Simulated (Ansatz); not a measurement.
**AgB2 in Ansatz: convergence with smearing width**

Input of the first run (smearing width 0.3 eV); the others differ in this setting and in those tied to it:

File input.yaml:

```yaml
crystal:
  lattice:
    - [3.0, 0.0, 0.0]
    - [-1.5, 2.5980762114, 0.0]
    - [0.0, 0.0, 3.24]
  atoms:
    - { symbol: Ag, position: [0.0, 0.0, 0.0] }
    - { symbol: B, position: [0.6666666667, 0.3333333333, 0.5] }
    - { symbol: B, position: [0.3333333333, 0.6666666667, 0.5] }
hamiltonian:
  xc: r2scan
  pseudopotentials: { kind: paw, source: jth }
  hubbard: { sites: [{ species: Ag, l: d, u_eff: 6.0 }] }
kpoints:
  mp_grid: { grid: [9, 9, 7] }
scf:
  occupations: { method: fermi_dirac, width: 0.3 }
output:
  forces: true
  stress: true
  eigenvalues: true
```

Potentials or basis: JTH PAW.

Run with:

```console
$ ansatz run input.yaml --threads 2 --pin off --max-ram 5632MiB --backend cpu --events-out ev --progress --plain --runs-dir out
```

Hardware: 2 threads of Arm Neoverse V2, on a shared host.

```csv
smearing width,"energy less the tightest run, at zero smearing (meV/atom)",pressure (GPa),SCF cycles,CPU time (s),peak memory (GiB)
0.3 eV,-5.83,61.62,7,11,0.72
0.2 eV,-3.38,61.58,7,11,0.72
0.15 eV,-2.43,61.59,7,10,0.72
0.1 eV,-1.52,61.64,7,10,0.72
0.05 eV,-0.51,61.74,8,11,0.72
0.025 eV,-0.09,61.85,8,11,0.73
0.01 eV,-0.01,61.98,8,11,0.72
0.005 eV,0.00,62.01,8,11,0.72
```

Against the tightest run, the energy stays within 1 meV/atom from 0.05 eV on; the pressure stays within 0.1 GPa from 0.01 eV on. Narrower smearing needs a denser k mesh, so at a fixed mesh the narrowest width isn't the most accurate. The tightest run that finished is the yardstick and may itself not be fully converged.

Caveat, for the tightest run too: a pressure of tens of GPa on the cell as given is suspect, and the run, the potentials or the cell itself is likely at fault; U without spin polarisation on a metal has little footing; the U is typed as a test and isn't derived for this compound.
